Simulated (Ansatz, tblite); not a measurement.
# Sn22H28 ring sphere (Sn22H28): removing and adding an electron

What does removing or adding an electron cost or gain for Sn22H28 ring sphere (Sn22H28)? Each charged state is run at several levels.

Computed with Ansatz 0.2.0, Gaussian basis. Level: as each input shows.

The runs, in order: charge +1 doublet, at the geometry of the singlet (PBE0-D4/def2-TZVP, PBE-D4/def2-TZVP, BHLYP-D4/def2-TZVP); charge -1 doublet, at the geometry of the singlet (PBE0-D4/def2-TZVP, PBE-D4/def2-TZVP, BHLYP-D4/def2-TZVP); the starting singlet's energies come from earlier runs.

1 further run of the same task is left out (set aside as unsound or not needed).

## (1) The relaxed structure

The singlet was relaxed beforehand with PBE-D4/def2-SVP.

50 atoms, charge 0, spin multiplicity 1.

Atoms are counted from 1 here; the program's logs count them from 0.

Bond lengths: Sn1–Sn14 2.819 Å, Sn1–Sn15 2.826 Å, Sn1–H23 1.739 Å, Sn1–H24 1.739 Å, Sn2–Sn15 2.826 Å, Sn2–Sn16 2.820 Å, Sn2–H25 1.739 Å, Sn2–H26 1.739 Å, Sn3–Sn14 2.817 Å, Sn3–Sn17 2.823 Å, Sn3–H27 1.738 Å, Sn3–H28 1.738 Å, Sn4–Sn14 2.819 Å, Sn4–Sn18 2.826 Å, Sn4–H29 1.739 Å, Sn4–H30 1.739 Å, Sn5–Sn15 2.826 Å, Sn5–Sn18 2.827 Å and more. Angles: Sn14–Sn1–Sn15 110.5°, Sn14–Sn1–H23 110.2°, Sn14–Sn1–H24 110.2°, Sn15–Sn1–H23 109.4°, Sn15–Sn1–H24 109.6°, H23–Sn1–H24 106.9°, Sn15–Sn2–Sn16 110.5°, Sn15–Sn2–H25 109.5°, Sn15–Sn2–H26 109.4°, Sn16–Sn2–H25 110.1°, Sn16–Sn2–H26 110.3°, H25–Sn2–H26 107.0°, Sn14–Sn3–Sn17 109.4°, Sn14–Sn3–H27 110.1°, Sn14–Sn3–H28 110.1°, Sn17–Sn3–H27 110.0°, Sn17–Sn3–H28 110.0°, H27–Sn3–H28 107.2° and more.

Sn takes a core potential in the def2 sets. No spin-orbit coupling is included.

## (2) Charge +1 doublet at the fixed geometry, PBE0-D4/def2-TZVP

in.yaml reads:

```yaml
crystal:
  periodic: [false, false, false]
  atoms:
    - {symbol: Sn, position_ang: [-4.330384, -1.086716, -2.207931]}
    - {symbol: Sn, position_ang: [-4.326747, 2.211996, 1.078877]}
    - {symbol: Sn, position_ang: [-1.090872, -1.091898, -5.468642]}
    - {symbol: Sn, position_ang: [-1.084771, -4.332553, -2.204746]}
    - {symbol: Sn, position_ang: [-1.053030, -1.051668, 1.047514]}
    - {symbol: Sn, position_ang: [2.204139, -4.331795, 1.081625]}
    - {symbol: Sn, position_ang: [2.172978, -1.064248, -2.177942]}
    - {symbol: Sn, position_ang: [2.207276, -1.084462, 4.323805]}
    - {symbol: Sn, position_ang: [-1.060122, 2.170367, -2.176183]}
    - {symbol: Sn, position_ang: [-1.082325, 5.467517, 1.084857]}
    - {symbol: Sn, position_ang: [2.176752, 2.172085, 1.055815]}
    - {symbol: Sn, position_ang: [-1.083585, 2.200675, 4.324716]}
    - {symbol: Sn, position_ang: [5.466905, -1.090672, 1.083521]}
    - {symbol: Sn, position_ang: [-2.716821, -2.720416, -3.843904]}
    - {symbol: Sn, position_ang: [-2.726290, 0.559295, -0.562831]}
    - {symbol: Sn, position_ang: [-2.711102, 3.845504, 2.713289]}
    - {symbol: Sn, position_ang: [0.537388, 0.534845, -3.834588]}
    - {symbol: Sn, position_ang: [0.559242, -2.725295, -0.561456]}
    - {symbol: Sn, position_ang: [0.561641, 0.558339, 2.717737]}
    - {symbol: Sn, position_ang: [3.844439, -2.719016, 2.712107]}
    - {symbol: Sn, position_ang: [3.830494, 0.534700, -0.543416]}
    - {symbol: Sn, position_ang: [0.539649, 3.827742, -0.541782]}
    - {symbol: H, position_ang: [-5.363763, -0.090111, -3.189601]}
    - {symbol: H, position_ang: [-5.367375, -2.068078, -1.215352]}
    - {symbol: H, position_ang: [-5.365753, 1.223840, 2.062425]}
    - {symbol: H, position_ang: [-5.357584, 3.192696, 0.078776]}
    - {symbol: H, position_ang: [-2.079120, -0.100888, -6.499738]}
    - {symbol: H, position_ang: [-0.100597, -2.079049, -6.501508]}
    - {symbol: H, position_ang: [-2.067698, -5.365924, -1.210018]}
    - {symbol: H, position_ang: [-0.088778, -5.369141, -3.183587]}
    - {symbol: H, position_ang: [-2.062912, -2.058576, 2.055250]}
    - {symbol: H, position_ang: [1.209733, -5.363610, 2.066522]}
    - {symbol: H, position_ang: [3.178775, -5.370258, 0.083501]}
    - {symbol: H, position_ang: [3.178728, -2.083714, -3.176441]}
    - {symbol: H, position_ang: [1.216019, -2.065000, 5.362780]}
    - {symbol: H, position_ang: [3.189265, -0.085937, 5.354738]}
    - {symbol: H, position_ang: [-2.077364, 3.173619, -3.179234]}
    - {symbol: H, position_ang: [-2.070073, 6.500757, 0.095705]}
    - {symbol: H, position_ang: [-0.089285, 6.497924, 2.071758]}
    - {symbol: H, position_ang: [3.181189, 3.171946, 2.075153]}
    - {symbol: H, position_ang: [-2.070801, 1.204850, 5.353012]}
    - {symbol: H, position_ang: [-0.090647, 3.176675, 5.366737]}
    - {symbol: H, position_ang: [6.499215, -2.077379, 0.092461]}
    - {symbol: H, position_ang: [6.497867, -0.100510, 2.072711]}
    - {symbol: H, position_ang: [-3.726788, -3.728602, -4.848106]}
    - {symbol: H, position_ang: [-3.719107, 4.850489, 3.722969]}
    - {symbol: H, position_ang: [1.551839, 1.550007, -4.828130]}
    - {symbol: H, position_ang: [4.849693, -3.726067, 3.722381]}
    - {symbol: H, position_ang: [4.823053, 1.549920, -1.558858]}
    - {symbol: H, position_ang: [1.552816, 4.819793, -1.559345]}
basis:
  gaussian: {orbitals: def2-TZVP, fitting: {mean_field: def2-universal-jkfit}}
total_charge: 1
magnetization: {spin_polarized: true, initial_magnetization: 1}
hamiltonian: {xc: pbe0, dispersion: d4}
scf: {omitted_lower_state_checks: [starts]}
output: {orbitals: {seedname: orbitals}}
```

Launch:

```
ansatz run in.yaml --threads 11 --pin off --events-out ev --progress --plain --max-ram 110592MiB --backend cuda --devices 0, --max-vram 75GiB
```

Standard output:

```text
Functional definition: PBE0
  name "PBE0"
  cite "Adamo & Barone, J. Chem. Phys. 110, 6158 (1999) doi:10.1063/1.478522"
  cite "Perdew, Burke & Ernzerhof, Phys. Rev. Lett. 77, 3865 (1996) doi:10.1103/PhysRevLett.77.3865"
  parent pbe
  parameter a = 0.25
  parameter kappa = 0.804
  parameter beta = 0.06672455060314922
  exchange = (1 - a)*pbe_x(kappa = kappa, mu = beta*pi^2/3) + a*exact_x
  correlation = pbe_c(beta = beta)
these checks for a lower state are left out or cut short: starts
5300 factors; integrals over basis functions are off by at most 6.1e-1 eV
mean field evaluation 1: about -128758.9573 eV, gradient 2.3e1 eV
mean field evaluation 2: about -128758.6474 eV, gradient 2.4e1 eV
mean field evaluation 4: about -128761.4942 eV, gradient 2.9e0 eV
mean field evaluation 8: about -128761.5197 eV, gradient 3.6e-1 eV
mean field evaluation 16: about -128761.5208 eV, gradient 7.5e-3 eV
mean field evaluation 32: about -128761.5289 eV, gradient 2.6e-3 eV
mean field -128761.52889241 eV, -4731.8989090970 hartree, gradient 7.3e-6 eV, S^2 0.754843; 0 other end points of the search recorded, 0 dependent functions left out
reference -128761.52903063 eV, -4731.8989141765 hartree; 256, 255 occupied and 1012, 1013 virtual orbitals, 5300 factors
Total energy: -128765.07288991 eV, -4732.0291486030 hartree
Checks for a lower state left out: starts
```

Wall time 71 s (1 × H100 with 11 threads of AMD EPYC 7R13, shared host); peak host memory 2.4 GiB.

Report: HOMO -8.89 eV, LUMO -8.23 eV (over both spins); ⟨S²⟩ 0.755 (pure: 0.75).

## (3) Charge +1 doublet at the fixed geometry, PBE-D4/def2-TZVP

start.molden holds the orbitals of an earlier run on this state, given as this run's starting guess.

in.yaml, as its differences from that of step 2:

```diff
@@ -54,6 +54,6 @@
 basis:
-  gaussian: {orbitals: def2-TZVP, fitting: {mean_field: def2-universal-jkfit}}
+  gaussian: {orbitals: def2-TZVP, fitting: {mean_field: def2-universal-jkfit}, initial_orbitals: start.molden}
 total_charge: 1
 magnetization: {spin_polarized: true, initial_magnetization: 1}
-hamiltonian: {xc: pbe0, dispersion: d4}
+hamiltonian: {xc: pbe, dispersion: d4}
 scf: {omitted_lower_state_checks: [starts]}
```

The command is unchanged.

Standard output:

```text
Functional definition: PBE
  name "PBE"
  cite "Perdew, Burke & Ernzerhof, Phys. Rev. Lett. 77, 3865 (1996) doi:10.1103/PhysRevLett.77.3865"
  parent pbe
  parameter kappa = 0.804
  parameter beta = 0.06672455060314922
  exchange = pbe_x(kappa = kappa, mu = beta*pi^2/3)
  correlation = pbe_c(beta = beta)
these checks for a lower state are left out or cut short: starts
5300 factors; integrals over basis functions are off by at most 6.1e-1 eV
mean field evaluation 1: about -128754.1455 eV, gradient 1.3e1 eV
mean field evaluation 2: about -128755.0258 eV, gradient 8.8e-1 eV
mean field evaluation 4: about -128755.0238 eV, gradient 8.8e-2 eV
mean field evaluation 8: about -128755.0241 eV, gradient 2.8e-3 eV
mean field evaluation 16: about -128755.0241 eV, gradient 1.2e-4 eV
mean field -128755.02413342 eV, -4731.6598636134 hartree, gradient 1.9e-6 eV, S^2 0.751029; 0 other end points of the search recorded, 0 dependent functions left out
reference -128755.02432044 eV, -4731.6598704860 hartree; 256, 255 occupied and 1012, 1013 virtual orbitals, 5300 factors
Total energy: -128758.82875339 eV, -4731.7996808184 hartree
Checks for a lower state left out: starts
```

Wall time 20 s (1 × H100 with 11 threads of AMD EPYC 7R13, shared host); peak host memory 2.3 GiB.

Report: HOMO -8.17 eV, LUMO -8.20 eV (over both spins; with the spin held, an empty level of the minority spin lies below the top filled one); ⟨S²⟩ 0.751 (pure: 0.75).

## (4) Charge +1 doublet at the fixed geometry, BHLYP-D4/def2-TZVP

in.yaml, as its differences from that of step 3:

```diff
@@ -57,3 +57,3 @@
 magnetization: {spin_polarized: true, initial_magnetization: 1}
-hamiltonian: {xc: pbe, dispersion: d4}
+hamiltonian: {xc: {name: BHLYP}, dispersion: d4}
 scf: {omitted_lower_state_checks: [starts]}
```

Same command.

Standard output, cut to the lines that bear on the results:

```text
Functional definition: BHLYP
  name "BHLYP"
  cite "Becke, J. Chem. Phys. 98, 1372 (1993) doi:10.1063/1.464304"
  cite "Becke, Phys. Rev. A 38, 3098 (1988) doi:10.1103/PhysRevA.38.3098"
  cite "Lee, Yang & Parr, Phys. Rev. B 37, 785 (1988) doi:10.1103/PhysRevB.37.785"
[...]
5300 factors; integrals over basis functions are off by at most 6.1e-1 eV
[...]
mean field -128713.32546403 eV, -4730.1274657777 hartree, gradient 7.1e-6 eV, S^2 0.763625; 0 other end points of the search recorded, 0 dependent functions left out
reference -128713.32609528 eV, -4730.1274889755 hartree; 256, 255 occupied and 1012, 1013 virtual orbitals, 5300 factors
Total energy: -128720.26366940 eV, -4730.3824401221 hartree
Checks for a lower state left out: starts
```

Run time: 66 s. Hardware: 1 × H100 with 11 threads of AMD EPYC 7R13, shared host; peak host memory 2.3 GiB.

HOMO -9.52 eV, LUMO -7.93 eV (over both spins); ⟨S²⟩ 0.764 (pure: 0.75).

## (5) Vertical ionisation energy

Charged state less starting state, singlet to doublet; the starting state's energies are those of its earlier runs.

| level | vertical ionisation energy (eV) | time |
| --- | --- | --- |
| PBE-D4/def2-TZVP | +7.06 | 29 s |
| PBE0-D4/def2-TZVP | +7.45 | 81 s |
| BHLYP-D4/def2-TZVP | +7.68 | 80 s |

Times add the two runs; a level without a time comes out of a correlated run.

Beside −ε(HOMO) of the starting state:

```
             level  −ε(HOMO) (eV)  by difference (eV)  mismatch (eV)
  PBE-D4/def2-TZVP           5.80                7.06          -1.26
 PBE0-D4/def2-TZVP           6.58                7.45          -0.88
BHLYP-D4/def2-TZVP           7.21                7.68          -0.47
```

## (6) Charge -1 doublet at the fixed geometry, PBE0-D4/def2-TZVP

in.yaml, as its differences from that of step 4:

```diff
@@ -54,6 +54,6 @@
 basis:
-  gaussian: {orbitals: def2-TZVP, fitting: {mean_field: def2-universal-jkfit}, initial_orbitals: start.molden}
-total_charge: 1
+  gaussian: {orbitals: def2-TZVP, fitting: {mean_field: def2-universal-jkfit}}
+total_charge: -1
 magnetization: {spin_polarized: true, initial_magnetization: 1}
-hamiltonian: {xc: {name: BHLYP}, dispersion: d4}
+hamiltonian: {xc: pbe0, dispersion: d4}
 scf: {omitted_lower_state_checks: [starts]}
```

Launched as before.

Standard output, cut to the lines that bear on the results:

```text
Functional definition: PBE0
  name "PBE0"
  cite "Adamo & Barone, J. Chem. Phys. 110, 6158 (1999) doi:10.1063/1.478522"
  cite "Perdew, Burke & Ernzerhof, Phys. Rev. Lett. 77, 3865 (1996) doi:10.1103/PhysRevLett.77.3865"
  parent pbe
[...]
5300 factors; integrals over basis functions are off by at most 6.1e-1 eV
[...]
mean field -128770.49449785 eV, -4732.2283890197 hartree, gradient 4.6e-6 eV, S^2 0.754476; 0 other end points of the search recorded, 0 dependent functions left out
reference -128770.49463837 eV, -4732.2283941839 hartree; 257, 256 occupied and 1011, 1012 virtual orbitals, 5300 factors
Total energy: -128774.14878993 eV, -4732.3626817769 hartree
Checks for a lower state left out: starts
```

Run time: 29 s. Hardware: 1 × H100 with 11 threads of AMD EPYC 7R13, shared host; peak host memory 2.4 GiB.

Report: HOMO -0.78 eV, LUMO 0.01 eV (over both spins); ⟨S²⟩ 0.754 (pure: 0.75).

## (7) Charge -1 doublet at the fixed geometry, PBE-D4/def2-TZVP

in.yaml, as its differences from that of step 6:

```diff
@@ -54,6 +54,6 @@
 basis:
-  gaussian: {orbitals: def2-TZVP, fitting: {mean_field: def2-universal-jkfit}}
+  gaussian: {orbitals: def2-TZVP, fitting: {mean_field: def2-universal-jkfit}, initial_orbitals: start.molden}
 total_charge: -1
 magnetization: {spin_polarized: true, initial_magnetization: 1}
-hamiltonian: {xc: pbe0, dispersion: d4}
+hamiltonian: {xc: pbe, dispersion: d4}
 scf: {omitted_lower_state_checks: [starts]}
```

Launched as before.

Standard output:

```text
Functional definition: PBE
  name "PBE"
  cite "Perdew, Burke & Ernzerhof, Phys. Rev. Lett. 77, 3865 (1996) doi:10.1103/PhysRevLett.77.3865"
  parent pbe
  parameter kappa = 0.804
  parameter beta = 0.06672455060314922
  exchange = pbe_x(kappa = kappa, mu = beta*pi^2/3)
  correlation = pbe_c(beta = beta)
these checks for a lower state are left out or cut short: starts
5300 factors; integrals over basis functions are off by at most 6.1e-1 eV
mean field evaluation 1: about -128763.0529 eV, gradient 1.3e1 eV
mean field evaluation 2: about -128763.9233 eV, gradient 8.7e-1 eV
mean field evaluation 4: about -128763.9395 eV, gradient 4.0e-1 eV
mean field evaluation 8: about -128763.9415 eV, gradient 1.0e-3 eV
mean field -128763.94151823 eV, -4731.9875714608 hartree, gradient 1.6e-5 eV, S^2 0.750721; 0 other end points of the search recorded, 0 dependent functions left out
reference -128763.94170177 eV, -4731.9875782056 hartree; 257, 256 occupied and 1011, 1012 virtual orbitals, 5300 factors
Total energy: -128767.86600343 eV, -4732.1317936316 hartree
Checks for a lower state left out: starts
```

Run time: 12 s. Hardware: 1 × H100 with 11 threads of AMD EPYC 7R13, shared host.

Report: HOMO -0.78 eV, LUMO -0.71 eV (over both spins); ⟨S²⟩ 0.751 (pure: 0.75).

## (8) Charge -1 doublet at the fixed geometry, BHLYP-D4/def2-TZVP

in.yaml, as its differences from that of step 7:

```diff
@@ -57,3 +57,3 @@
 magnetization: {spin_polarized: true, initial_magnetization: 1}
-hamiltonian: {xc: pbe, dispersion: d4}
+hamiltonian: {xc: {name: BHLYP}, dispersion: d4}
 scf: {omitted_lower_state_checks: [starts]}
```

Launched as before.

Standard output:

```text
Functional definition: BHLYP
  name "BHLYP"
  cite "Becke, J. Chem. Phys. 98, 1372 (1993) doi:10.1063/1.464304"
  cite "Becke, Phys. Rev. A 38, 3098 (1988) doi:10.1103/PhysRevA.38.3098"
  cite "Lee, Yang & Parr, Phys. Rev. B 37, 785 (1988) doi:10.1103/PhysRevB.37.785"
  parameter a = 0.5
  exchange = (1 - a)*b88_x + a*exact_x
  correlation = lyp_c
these checks for a lower state are left out or cut short: starts
5300 factors; integrals over basis functions are off by at most 6.1e-1 eV
mean field evaluation 1: about -128721.5121 eV, gradient 1.2e1 eV
mean field evaluation 2: about -128722.1280 eV, gradient 7.2e-1 eV
mean field evaluation 4: about -128722.1324 eV, gradient 1.3e-1 eV
mean field evaluation 8: about -128722.1330 eV, gradient 1.1e-4 eV
mean field -128722.13302928 eV, -4730.4511378306 hartree, gradient 6.5e-6 eV, S^2 0.759804; 0 other end points of the search recorded, 0 dependent functions left out
reference -128722.13366826 eV, -4730.4511613126 hartree; 257, 256 occupied and 1011, 1012 virtual orbitals, 5300 factors
Total energy: -128729.23874323 eV, -4730.7122680018 hartree
Checks for a lower state left out: starts
```

It took 41 s on 1 × H100 with 11 threads of AMD EPYC 7R13, shared host; peak host memory 2.3 GiB.

HOMO -0.85 eV, LUMO 0.75 eV (over both spins); ⟨S²⟩ 0.760 (pure: 0.75).

## (9) Vertical electron affinity

Starting state less charged state (positive: the electron is bound), singlet to doublet; the starting state's energies are those of its earlier runs.

```csv
level,vertical electron affinity (eV),time
PBE-D4/def2-TZVP,+1.98,22 s
PBE0-D4/def2-TZVP,+1.62,39 s
BHLYP-D4/def2-TZVP,+1.30,55 s
```

Times add the two runs; a level without a time comes out of a correlated run.

Beside −ε(LUMO) of the starting state:

```
             level  −ε(LUMO) (eV)  by difference (eV)  mismatch (eV)
  PBE-D4/def2-TZVP           3.06                1.98          +1.09
 PBE0-D4/def2-TZVP           2.35                1.62          +0.73
BHLYP-D4/def2-TZVP           1.59                1.30          +0.29
```

## (10) Results

```
                                            quantity                                value
vertical ionisation energy, functionals in def2-TZVP  7.06 (PBE-D4) to 7.68 eV (BHLYP-D4)
vertical electron affinity, functionals in def2-TZVP  1.30 (BHLYP-D4) to 1.98 eV (PBE-D4)
```

**Reading.** The vertical ionisation energy spans 7.06 to 7.68 eV over the functionals. −ε(HOMO) misses the level's own difference by -0.47 eV at best (BHLYP-D4) and -1.26 eV at worst (PBE-D4). The vertical electron affinity spans 1.30 to 1.98 eV over the functionals. −ε(LUMO) misses the level's own difference by +0.29 eV at best (BHLYP-D4) and +1.09 eV at worst (PBE-D4).
